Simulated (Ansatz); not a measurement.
# YTiSi: the cost of one run

Method: DFT PBEsol, scalar-relativistic, plane waves, PAW, in Ansatz 0.2.0.

**1. Starting point**

Symmetry: P4/nmm, No. 129, tetragonal system. The conventional cell has a = 4.018 Å, b = 4.018 Å, c = 7.687 Å, α = 90.00°, β = 90.00°, γ = 90.00°. Y (site symmetry 4mm) has 5 Si at 2.98 to 3.20 Å and 4 Ti at 3.35 Å as nearest neighbours. Ti (site symmetry -4m2) has 4 Si at 2.70 Å and 4 Ti at 2.84 Å as nearest neighbours. Si (site symmetry 4mm) is surrounded by 4 Ti at 2.70 Å and 5 Y at 2.98 to 3.20 Å.

Coordinates:

```cif
data_structure
_symmetry_space_group_name_H-M 'P4/nmm:1'
_symmetry_Int_Tables_number 129
_cell_length_a 4.0180
_cell_length_b 4.0180
_cell_length_c 7.6872
_cell_angle_alpha 90.000
_cell_angle_beta 90.000
_cell_angle_gamma 90.000
_cell_volume 124.11
loop_
_atom_site_label
_atom_site_type_symbol
_atom_site_symmetry_multiplicity
_atom_site_Wyckoff_symbol
_atom_site_fract_x
_atom_site_fract_y
_atom_site_fract_z
_atom_site_occupancy
Y1 Y 2 c 0.00000 0.50000 0.34948 1
Ti1 Ti 2 a 0.00000 0.00000 0.00000 1
Si1 Si 2 c 0.00000 0.50000 0.76544 1
```

The structure comes from the Materials Project (structure only).

**2. Ground state at the listed geometry**

Contents of input.yaml:

```yaml
crystal:
  lattice:
    - [4.01804628, 0.0, 0.0]
    - [0.0, 4.01804628, 0.0]
    - [0.0, 0.0, 7.68723114]
  atoms:
    - { symbol: "Y", position: [0.0, 0.5, 0.34947918] }
    - { symbol: "Y", position: [0.5, 0.0, 0.65052082] }
    - { symbol: Ti, position: [0.0, 0.0, 0.0], spin: 1.0 }
    - { symbol: Ti, position: [0.5, 0.5, 0.0], spin: 1.0 }
    - { symbol: Si, position: [0.0, 0.5, 0.76544462] }
    - { symbol: Si, position: [0.5, 0.0, 0.23455538] }
magnetization:
  spin_polarized: true
basis:
  ecutwfc: 420
  fft_grid_basis: typed
kpoints:
  mp_grid: { grid: [8, 8, 6] }
hamiltonian:
  xc: pbesol
  pseudopotentials: { kind: paw }
scf:
  occupations: { method: gaussian, width: 0.05 }
output:
  forces: true
  stress: true
  eigenvalues: true
  bader: true
  write_density: true
  volumetric_format: npy
  populations: true
  elf: true
```

Started as:

```bash
ansatz run input.yaml --threads 2 --pin off --max-ram 4096MiB --backend cpu --events-out ev --progress --plain --runs-dir out
```

What time and memory should one allow on 2 threads of Intel Xeon at 2.70GHz, shared host?

About 54 s, with a peak of 0.69 GiB.
